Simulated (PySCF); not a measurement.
# H4NO4Ru ([RuN(OH)4]-): the cost of one run

Computed with PySCF 2.14.0 and routines of our own; the level stands in each step. Atoms count from 0.

## (1) The system as given

10 atoms, charge -1, multiplicity 1; geometry from: GFN2-xTB.

## (2) Geometry optimisation at PBE0-D3(BJ)/def2-SVP

What the job is given:

```
{"job": {"xc": "PBE0", "basis": "def2-SVP", "d3": "d3bj", "grid": 1, "maxiter": 30, "shake": 0.03, "kind": "geom"}, "charge": -1, "multiplicity": 1}
Ru     0.291740    -0.043090     0.293390
N      0.322960     0.020300     1.906380
O      1.998060     0.160100    -0.422630
H      2.464830    -0.739750    -0.484750
O     -0.030110     1.913000    -0.282520
H     -0.946030     2.237660    -0.131560
O     -1.674740    -0.221790    -0.176150
H     -2.157010     0.626620    -0.201590
O      0.379500    -1.831460    -0.235520
H     -0.524550    -2.198340    -0.260660
```

The run is started by

```bash
$ OMP_NUM_THREADS=1 python heavy_run.py task.json out
```

One launch serves the whole session: the jobs run in the order shown.

Q: Estimate the wall time and peak memory of this first job on 1 thread of Arm Neoverse N1, shared host.

About 2.7 min, with a peak of 0.48 GiB.
